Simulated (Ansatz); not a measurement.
**CdMo: from the start to rest**

Wanted: the geometry at rest of CdMo (a structure type of another compound, with these elements put in), relaxing cell and atoms, and its electronic structure there.

All numbers below are computed with Ansatz 0.2.0 (DFT, PBE, no spin polarisation, plane waves, PAW).

**1. Geometry**

The structure is tetragonal, space group P4/nmm (No. 129). The conventional cell has a = 2.920 Å, b = 2.920 Å, c = 9.002 Å, α = 90.00°, β = 90.00°, γ = 90.00°. Mo (site symmetry 4mm) has 8 Mo at 2.84 to 2.92 Å and 4 Cd at 3.13 Å as nearest neighbours. Around Cd (site symmetry 4mm) lie 8 Cd at 2.92 to 3.12 Å and 4 Mo at 3.13 Å.

Its coordinates follow in the input file.

It starts from an earlier solution of the starting cell (checkpoint.read).

**2. The relaxation**

input.yaml reads:

```yaml
crystal:
  lattice:
    - [2.919676, 0.0, 0.0]
    - [0.0, 2.919676, 0.0]
    - [0.0, 0.0, 9.002334]
  atoms:
    - { symbol: Mo, position: [0.0, 0.5, 0.608] }
    - { symbol: Mo, position: [0.5, 0.0, 0.392] }
    - { symbol: Cd, position: [0.0, 0.5, 0.13] }
    - { symbol: Cd, position: [0.5, 0.0, 0.87] }
  symmetry: { tolerance: 0.0003 }
kpoints:
  mp_grid: { grid: [11, 11, 4], shift: [0, 0, 0] }
magnetization:
  spin_polarized: false
scf:
  occupations: { method: fermi_dirac }
  lower_state_search: "off"
hamiltonian:
  pseudopotentials: { kind: paw }
  xc: pbe
basis:
  ecutwfc: 420
  fft_grid_basis: typed
relax:
  max_steps: 80
  cell: { p_target: 0.0 }
output:
  forces: true
  stress: true
  eigenvalues: true
  bader: true
  populations: true
  elf: true
  write_potential: true
  volumetric_format: npy
  dos:
    e_range: [-12, 8]
    de: 0.05
    projected: { site_lists: { Cd: [Cd], Mo: [Mo] } }
checkpoint:
  read: saved_state
```

Started as:

```bash
ansatz run input.yaml --threads 2 --pin off --max-ram 2560MiB --backend cpu --events-out ev --progress --plain --runs-dir out
```

Log (excerpt; [...] marks lines left out):

```text
Warning: checkpoint.read: basis.xc_grid differs: saved 1, current 2 (points along each axis for each point of the dense box; where the key is left out runs that use forces, runs that use the stress, dielectric runs by a finite field, finite-displacement phonons, runs of [...]
Warning: RAYON_NUM_THREADS=2 ignored (pool sized by the plan → 2); use --threads N
[...]
Pseudopotentials: kind: paw
Pseudopotential: Mo, paw, valence charge 14, recommended cutoff 420 eV (normal), Mo.paw.azcp
Pseudopotential: Cd, paw, valence charge 20, recommended cutoff 420 eV (normal), Cd.paw.azcp
Functional definition: PBE
[...]
Crystal: 4 atoms, lattice volume = 76.740 Å³
Basis set: ecut = 420 eV, 1499 PW (Γ), exchange–correlation on 40×40×128 points (8 copies of the dense FFT grid, shifted against one another)
Bands: 41, of which v1, the nominal top of the filled ones, is band 34 counted from 1 (33 counted from 0)
Symmetry: 16 space group operations
Space group: P4/nmm (ITA 129), of the structure as read, at distance tolerance 1.3e-3 Å
k-points: 63 of 484
[...]
SCF iter   1: F=—  HF=-26419.115962 eV  |F-HF|=—  |Δ(HF+E_count)|=         —  Δρ=3.15e-3  dr2=2.45e-2  ethr=3.60e-5  ⟨swp⟩=2.0  Hψ=11803  notcnv=0
[...]
relax step   1: F+E_penalty+E_count = -26419.11352060 eV  Δ(F+E_penalty+E_count) = +0.000e0 eV  max|allowed force component| = 6.226e-1 eV/Å  Δτ_max = 0.0000 Å  P = -6.299 GPa  Ω = 76.740 Å³  (6 SCF iters, dr2 threshold 1.00e-7 eV, accepted)
[...]
relax step   5: F+E_penalty+E_count = -26419.24619984 eV  Δ(F+E_penalty+E_count) = -2.742e-3 eV  max|allowed force component| = 1.032e-1 eV/Å  Δτ_max = 0.0066 Å  P = +0.337 GPa  Ω = 73.250 Å³  energy of the carried Pulay correction = +1.174e-3 eV  (6 SCF iters, dr2 threshold 4.00e-7 eV, accepted)
relax step   6: F+E_penalty+E_count = -26419.26132475 eV  Δ(F+E_penalty+E_count) = -1.512e-2 eV  max|allowed force component| = 1.996e-1 eV/Å  Δτ_max = 0.0313 Å  P = +0.286 GPa  Ω = 72.895 Å³  energy of the carried Pulay correction = +1.296e-3 eV  (7 SCF iters, dr2 threshold 4.00e-7 eV, accepted)
```

**3. More of the same log: semilocal partner**

The log, continued:

```text
relax step   7: F+E_penalty+E_count = -26419.30925103 eV  Δ(F+E_penalty+E_count) = -4.793e-2 eV  max|allowed force component| = 3.947e-1 eV/Å  Δτ_max = 0.0818 Å  P = +0.747 GPa  Ω = 71.823 Å³  energy of the carried Pulay correction = +1.669e-3 eV  (7 SCF iters, dr2 threshold 4.00e-7 eV, accepted)
relax step   8: F+E_penalty+E_count = -26419.30798699 eV  Δ(F+E_penalty+E_count) = +1.264e-3 eV  max|allowed force component| = 3.172e-1 eV/Å  Δτ_max = 0.0518 Å  P = -0.270 GPa  Ω = 72.973 Å³  energy of the carried Pulay correction = +1.269e-3 eV  (7 SCF iters, dr2 threshold 4.00e-7 eV, rejected (line search))
relax step   9: F+E_penalty+E_count = -26419.32085722 eV  Δ(F+E_penalty+E_count) = -1.161e-2 eV  max|allowed force component| = 1.960e-2 eV/Å  Δτ_max = 0.0259 Å  P = -0.022 GPa  Ω = 72.431 Å³  energy of the carried Pulay correction = +1.457e-3 eV  (9 SCF iters, accepted)
relax step  10: F+E_penalty+E_count = -26419.32081498 eV  Δ(F+E_penalty+E_count) = +4.224e-5 eV  max|allowed force component| = 3.152e-2 eV/Å  Δτ_max = 0.0088 Å  P = -0.293 GPa  Ω = 72.720 Å³  energy of the carried Pulay correction = +1.357e-3 eV  (6 SCF iters, dr2 threshold 4.00e-7 eV, accepted)
relax step  11: F+E_penalty+E_count = -26419.32128349 eV  Δ(F+E_penalty+E_count) = -4.685e-4 eV  max|allowed force component| = 2.479e-2 eV/Å  Δτ_max = 0.0085 Å  P = +0.367 GPa  Ω = 72.298 Å³  energy of the carried Pulay correction = +1.503e-3 eV  (6 SCF iters, dr2 threshold 4.00e-7 eV, accepted)
relax step  12: F+E_penalty+E_count = -26419.32146486 eV  Δ(F+E_penalty+E_count) = -1.814e-4 eV  max|allowed force component| = 9.184e-3 eV/Å  Δτ_max = 0.0016 Å  P = -0.053 GPa  Ω = 72.475 Å³  energy of the carried Pulay correction = +1.442e-3 eV  (6 SCF iters, dr2 threshold 4.00e-7 eV, accepted)
relax step  13: F+E_penalty+E_count = -26419.32148650 eV  Δ(F+E_penalty+E_count) = -2.164e-5 eV  max|allowed force component| = 1.888e-4 eV/Å  Δτ_max = 0.0012 Å  P = +0.000 GPa  Ω = 72.458 Å³  energy of the carried Pulay correction = +1.447e-3 eV  (6 SCF iters, dr2 threshold 1.74e-8 eV, accepted)
Initial wavefunctions: pseudopotential atomic-orbital guess (no wavefunctions were taken with the density)
iter 1 solved again at ethr=1.64e-8 eV; its pass at ethr=3.10e-3 eV (dr2=1.11e-5 eV) is discarded
SCF iter   1: F=—  HF=-26419.319929 eV  |F-HF|=—  |Δ(HF+E_count)|=         —  Δρ=2.21e-4  dr2=4.94e-6  ethr=1.64e-8  ⟨swp⟩=3.5  Hψ=15167  notcnv=0
preconditioner: auto → Kerker (q_TF=auto, 2.700 Å⁻¹)  [metal: Δε(μ)=0.020 eV  Ē_g=8.497 eV  σ=0.100 eV  W_gap=0.05  n_scr=28 (ndim 8)  ℏωp=26.2 eV  f_vac=0.000  D(μ)=3.26/eV (n_scr^D=28)]
SCF iter   2: F=—  HF=-26419.319948 eV  |F-HF|=—  |Δ(HF+E_count)|=   1.91e-5  Δρ=1.13e-4  dr2=1.37e-6  ethr=7.27e-9  ⟨swp⟩=2.0  Hψ=3242  notcnv=0
SCF iter   3: F=—  HF=-26419.319951 eV  |F-HF|=—  |Δ(HF+E_count)|=   3.32e-6  Δρ=1.93e-5  dr2=6.53e-8  ethr=2.01e-9  ⟨swp⟩=2.5  Hψ=4555  notcnv=0
SCF iter   4: F=—  HF=-26419.319952 eV  |F-HF|=—  |Δ(HF+E_count)|=   7.77e-8  Δρ=1.89e-6  dr2=5.13e-9  ethr=9.61e-11  ⟨swp⟩=2.1  Hψ=3617  notcnv=0
SCF iter   5: F=—  HF=-26419.319952 eV  |F-HF|=—  |Δ(HF+E_count)|=  4.40e-10  Δρ=2.79e-7  dr2=3.68e-10  ethr=7.55e-12  ⟨swp⟩=1.4  Hψ=2620  notcnv=0
SCF iter   6: F=-26419.319952 eV  HF=-26419.319952 eV  |F-HF|=2.18e-11  |Δ(HF+E_count)|=  3.27e-11  Δρ=1.32e-7  dr2=2.39e-11  ethr=1.00e-12  ⟨swp⟩=5.2  Hψ=10590  notcnv=0
SCF 14 converged in 6 iterations: F = -26419.319952 eV  dr2 = 2.39e-11
relax step  14: F+E_penalty+E_count = -26419.31995156 eV  Δ(F+E_penalty+E_count) = +1.535e-3 eV  max|allowed force component| = 1.617e-4 eV/Å  Δτ_max = 0.0000 Å  P = -0.003 GPa  Ω = 72.458 Å³  stress off target by 3.65e-3 GPa  SCF on the basis re-selected at this cell (its energy is not comparable with the rows above)  (6 SCF iters)
basis re-selected at this cell: Δ(F+E_penalty+E_count) = +1.535e-3 eV, ΔP = -0.003 GPa vs the last step (what re-selecting the basis moved, of the pressure what is left beyond the Pulay correction that the steps carried, after the strain that the cell walked since its last selection, with what the two solves' SCF thresholds leave and, on support functions, any second-order correction that the steps lacked; it is no measure of the basis error at this ecutwfc). This SCF's stress stands 3.65e-3 GPa from its target on what of the cell is left free (relax.cell.stress_tol is 5.00e-2 GPa) and its largest allowed force component is 1.62e-4 eV/Å (relax.f_tol is 1.00e-2 eV/Å): within both
SCF converged after 6 iterations
Free energy (F): -26419.319952 eV
Harris-Foulkes:  -26419.319952 eV  (|F-HF|=2.18e-11)
Internal energy: -26419.211486 eV  (E = F + TS)
E sigma→0 (E₀):  -26419.265719 eV
Entropy (-TS):   -0.108465 eV (-27.116 meV/atom)
Fermi energy:    17.931758 eV
--- Per-component energies (eV) ---
  E_band       = -856.990765
  E_kinetic    = 1888.933165
  E_local      = -7552.124294  (includes V_loc(G=0)·N_el)
  E_nonlocal   = 349.931170
  E_hartree    = 3359.571453
  E_xc         = -720.896805
  E_vxc        = -902.011336  (∫ρ·V_xc dr)
  E_paw        = -14564.755279  (= ΣΔE_a)
  E_vpaw       = -1360.862820  (= ΣTr[D̂ρ^β])
  E_aug_tail   = 0.000112  (compensation charges beyond the density's cutoff)
  E_ewald      = -9179.871008
  E_smearing   = -0.108465  (= −TS)
  E_closure    = 0.000000  (closes the sum)
  Σ components = -26419.319952   (vs F -26419.319952, Δ=0.00e0)
--- Forces (eV/Å), atoms counted from 1 ---
  atom   1  Mo    -0.00000000    -0.00000000    -0.00007845
  atom   2  Mo     0.00000000     0.00000000     0.00007845
  atom   3  Cd     0.00000000     0.00000000     0.00016167
  atom   4  Cd    -0.00000000     0.00000000    -0.00016167
  max |Σ_I F_I| component: 2.71e-20 eV/Å
--- Stress (GPa, compression-positive) ---
       -0.002587       0.000000       0.000000
        0.000000      -0.002587      -0.000000
        0.000000      -0.000000      -0.003654
  P = ⅓ Tr σ = -0.0029 GPa (-0.029 kbar)
--- Band table (eV; the first three rows and the last of 63) ---
  k-point 0: bands = ["-85.2398", "-85.2389", "-46.2608", "-46.2608", "-46.2589", "-46.2583", "-46.2583", "-46.2460", "-43.2151", "-43.1331", "-17.4961", "-17.0495", "-16.8367", "-16.8367", "-16.7176", "-16.7176", "7.4987", "7.6392", "7.8657", "8.1251", "9.1173", "9.1417", "9.1417", "9.4195", "9.4195", "9.5970", "9.6437", "11.2840", "12.3065", "14.0093", "14.2476", "15.3236", "16.5119", "17.7585", "18.3060", "18.3060", "20.2371", "20.2371", "20.5430", "21.0683", "21.1073"]
  k-point 1: bands = ["-85.2398", "-85.2389", "-46.2608", "-46.2608", "-46.2590", "-46.2583", "-46.2583", "-46.2460", "-43.2151", "-43.1331", "-17.4961", "-17.0495", "-16.8367", "-16.8367", "-16.7176", "-16.7176", "7.4989", "7.6390", "7.8670", "8.1251", "9.1422", "9.1422", "9.1863", "9.4190", "9.4190", "9.5970", "9.6437", "10.8639", "12.8628", "14.0630", "14.2480", "15.3231", "16.1325", "17.5742", "18.3104", "18.3104", "20.2279", "20.2279", "20.5430", "21.0683", "21.7040"]
  k-point 2: bands = ["-85.2398", "-85.2389", "-46.2608", "-46.2608", "-46.2589", "-46.2583", "-46.2583", "-46.2460", "-43.2151", "-43.1331", "-17.4961", "-17.0495", "-16.8367", "-16.8367", "-16.7176", "-16.7176", "7.4991", "7.6388", "7.8682", "8.1251", "9.1426", "9.1426", "9.2718", "9.4185", "9.4185", "9.5970", "9.6437", "10.5656", "13.3025", "14.2202", "14.2484", "15.3227", "15.6019", "17.4770", "18.3149", "18.3149", "20.2188", "20.2188", "20.5430", "21.0683", "22.3151"]
  k-point 62: bands = ["-85.2270", "-85.2269", "-46.3409", "-46.3409", "-46.3369", "-46.3368", "-46.2377", "-46.2375", "-42.9912", "-42.9895", "-17.5862", "-17.5849", "-17.3904", "-17.3829", "-17.0903", "-17.0797", "7.7678", "7.7683", "8.1787", "8.1872", "8.7219", "8.7373", "9.2716", "9.2769", "10.1007", "10.1121", "13.7426", "13.7648", "14.8067", "14.8715", "16.6362", "17.0806", "18.9469", "19.0739", "20.0927", "20.4739", "20.7892", "20.9289", "22.2107", "22.5187", "22.7181"]
--- Relaxed structure (13 steps of the walk, 11 accepted, 1 SCFs on fresh bases) ---
  F+E_penalty+E_count = -26419.31995156 eV   max|allowed force component| = 1.617e-4 eV/Å   (the final SCF, on the basis selected at the relaxed cell)
  cell:  # Å, volume = 72.4583 Å³
    - [2.769310010455112, 1.2901442783776252e-33, 1.4224711392117689e-33]
    - [2.5802885567552505e-33, 2.769310010455112, 1.0089589869363479e-33]
    - [5.201911720280017e-33, 3.1109567611963245e-33, 9.448116178598399]
  atoms:
    - { symbol: Mo, position: [8.853580493948387e-34, 0.5, 0.6179911874405086] }
    - { symbol: Mo, position: [0.5, -1.4429586547778184e-34, 0.38200881255949154] }
    - { symbol: Cd, position: [-1.0811886467456483e-33, 0.5, 0.13795060065445158] }
    - { symbol: Cd, position: [0.5, 9.894573632762159e-35, 0.8620493993455486] }
--- Löwdin populations: 4 sites ---
  site symbol       q [e]
     0     Mo     14.2353
     1     Mo     14.2353
     2     Cd     19.2199
     3     Cd     19.2199
  spilling = 0.016022 (of n_electrons = 68.000000)
--- Bader charges: 4 sites ---
  site symbol  charge [e]  shift [e]
     0     Mo      0.0779     0.0000
     1     Mo      0.0779     0.0000
     2     Cd     -0.0779     0.0000
     3     Cd     -0.0779     0.0000
  estimated error of the sums over rays = 3.1e-4 e
```

Wall time 31 s (2 threads of an x86-64 CPU, shared host); peak memory 0.59 GiB.

The steps of the relaxation:

| step | energy from step 1 (eV/cell) | largest force component (eV/Å) | pressure (GPa) | volume (Å³) |
| --- | --- | --- | --- | --- |
| 1 | 0.0000 | 0.6226 | -6.30 | 76.74 |
| 2x | 0.3979 | 1.2372 | 20.45 | 66.67 |
| 3 | -0.1211 | 0.1539 | -1.41 | 74.20 |
| 4 | -0.1299 | 0.1358 | 0.32 | 73.32 |
| 5 | -0.1327 | 0.1032 | 0.34 | 73.25 |
| 6 | -0.1478 | 0.1996 | 0.29 | 72.89 |
| 7 | -0.1957 | 0.3947 | 0.75 | 71.82 |
| 8x | -0.1945 | 0.3172 | -0.27 | 72.97 |
| 9 | -0.2073 | 0.0196 | -0.02 | 72.43 |
| 10 | -0.2073 | 0.0315 | -0.29 | 72.72 |
| 11 | -0.2078 | 0.0248 | 0.37 | 72.30 |
| 12 | -0.2079 | 0.0092 | -0.05 | 72.48 |
| 13 | -0.2080 | 0.0002 | 0.00 | 72.46 |
| 14 | -0.2064 | 0.0002 | 0.00 | 72.46 |

Step 1 is the start. Step 14 repeats the geometry before on a plane-wave basis chosen anew for that cell, so the energy can jump there without any move; the table keeps such jumps. 2 steps were tried and not accepted (marked x).

| input's cell | before | after | change |
| --- | --- | --- | --- |
| a (Å) | 2.920 | 2.769 | -5.2 % |
| b (Å) | 2.920 | 2.769 | -5.2 % |
| c (Å) | 9.002 | 9.448 | +5.0 % |
| volume (Å³/atom) | 19.19 | 18.11 | -5.6 % |

The largest move, 0.09 Å, apart from the change of the cell, is shared by several atoms, Mo2 among them.

**4. States by energy**

Counts of states in windows (eV from the Fermi level; tetrahedra), total and projected:

| from | to | total | Cd s | Cd d | Mo s | Mo d |
| --- | --- | --- | --- | --- | --- | --- |
| -4.5 | -4.0 | 0.88 | 0.20 | 0.03 | 0.18 | 0.42 |
| -4.0 | -3.5 | 1.69 | 0.22 | 0.05 | 0.25 | 1.12 |
| -3.5 | -3.0 | 2.12 | 0.13 | 0.03 | 0.22 | 1.67 |
| -3.0 | -2.5 | 1.19 | 0.05 | 0.01 | 0.04 | 1.04 |
| -2.5 | -2.0 | 1.92 | 0.12 | 0.02 | 0.08 | 1.56 |
| -2.0 | -1.5 | 1.50 | 0.10 | 0.01 | 0.10 | 1.09 |
| -1.5 | -1.0 | 1.55 | 0.10 | 0.02 | 0.07 | 1.12 |
| -1.0 | -0.5 | 1.69 | 0.07 | 0.02 | 0.07 | 1.33 |
| -0.5 | 0.0 | 1.04 | 0.07 | 0.01 | 0.04 | 0.82 |
| 0.0 | 0.5 | 2.36 | 0.13 | 0.02 | 0.08 | 1.97 |
| 0.5 | 1.0 | 1.68 | 0.06 | 0.01 | 0.08 | 1.40 |
| 1.0 | 1.5 | 1.46 | 0.14 | 0.01 | 0.07 | 1.06 |
| 1.5 | 2.0 | 1.54 | 0.16 | 0.01 | 0.05 | 1.15 |
| 2.0 | 2.5 | 1.90 | 0.17 | 0.01 | 0.11 | 1.38 |

The bands computed are complete only to about 2.7 eV above the Fermi level.

**5. Atomic charges**

By element, from the tables in the log (a charge is positive for electrons lost): Löwdin charges also hold the electrons that the projection spills.

| element | atoms | Bader charge (e) | Bader volume (Å³) | Löwdin charge (e) |
| --- | --- | --- | --- | --- |
| Mo | 2 | +0.08 | 17.5 | -0.23 |
| Cd | 2 | -0.08 | 18.8 | +0.78 |

The Löwdin projection spills 1.6 % of the electrons and depends on the orbitals chosen; where it disagrees with Bader's partition, neither is an observable.

**6. Maps of the fields**

Maps in the plane spanned by a and b at height 0.618 along c (axes of the input's cell), one cell: a runs left to right (8 points from zero), b bottom to top (8 points), 90° apart. These are the smooth PAW fields, not the true ones near the nuclei.

Valence density. Values in e/Å³, 8 rows by 8 columns:
```
0.65 0.49 0.28 0.20 0.18 0.20 0.28 0.49
2.93 1.87 0.61 0.28 0.23 0.28 0.61 1.87
6.36 5.04 1.87 0.49 0.32 0.49 1.87 5.04
6.34 6.36 2.93 0.65 0.38 0.65 2.93 6.36
6.36 5.04 1.87 0.49 0.32 0.49 1.87 5.04
2.93 1.87 0.61 0.28 0.23 0.28 0.61 1.87
0.65 0.49 0.28 0.20 0.18 0.20 0.28 0.49
0.38 0.32 0.23 0.18 0.17 0.18 0.23 0.32
```

ELF. Ten even steps from '0' (0.18) to '9' (0.74):
```
31013101
97002007
89712179
18933398
89712179
97002007
31013101
32234322
```

Atoms within 0.2 Å of the plane, in fractions of a and b: Mo at (0.00, 0.50).

Along short contacts, where the density is least:

```
contact  length (Å)  minimum at (fraction)  density (e/Å³)   ELF
Mo1–Mo1       2.769                   0.50           0.377  0.36
Cd3–Cd3       2.769                   0.50           0.266  0.21
Mo1–Cd4       3.025                   0.50           0.211  0.24
```

```
fraction  Mo1–Mo1  Cd3–Cd3  Mo1–Cd4
     0.2     4.57     7.28     3.75
     0.3     1.59     1.54    0.917
     0.4     0.53    0.411    0.284
     0.5    0.377    0.266    0.211
     0.6     0.53    0.411    0.299
     0.7     1.59     1.54    0.978
     0.8     4.57     7.28     5.66
```

(Smooth valence density in e/Å³ at fractions of each contact.)

**7. Outcome**

| quantity | value |
| --- | --- |
| moves | 10 |
| energy gained | 52.0 meV/atom |
| largest move | 0.09 Å (Mo) |
| space group (0.01 Å), before / after | P4/nmm / P4/nmm |
| cell | a = 2.769 Å, b = 2.769 Å, c = 9.448 Å, α = 90.00°, β = 90.00°, γ = 90.00° |
| volume | 18.11 Å³/atom (-5.6 %) |
| pressure at the end | 0.00 GPa |
| formation energy (elements from separate runs) | 0.42 eV/atom |
| character | metal |
| density of states, mean within 0.25 eV of the Fermi level | 2.8 per eV per cell |
| Bader charges | Mo +0.08, Cd -0.08 e |

The volume shrank by 5.6 %, and the largest move of an atom is 0.09 Å apart from the change of the cell; the energy fell by 52.0 meV per atom. The shape changed more than that tells: the edges moved by -5, -5, +5 %. With 16 symmetry operations imposed, the end may be a saddle point towards distortions that break them. Bands cross the Fermi level: a metal; within 0.25 eV of the Fermi level the density of states averages 2.8 per eV per cell, mostly Mo d (83 %). By Bader's partition Mo gives up most (+0.08 e) and Cd takes most (-0.08 e). Set against separate runs on the elements (Mo bcc, Cd hcp), it forms at 0.42 eV per atom, so at this geometry it is not bound against them.
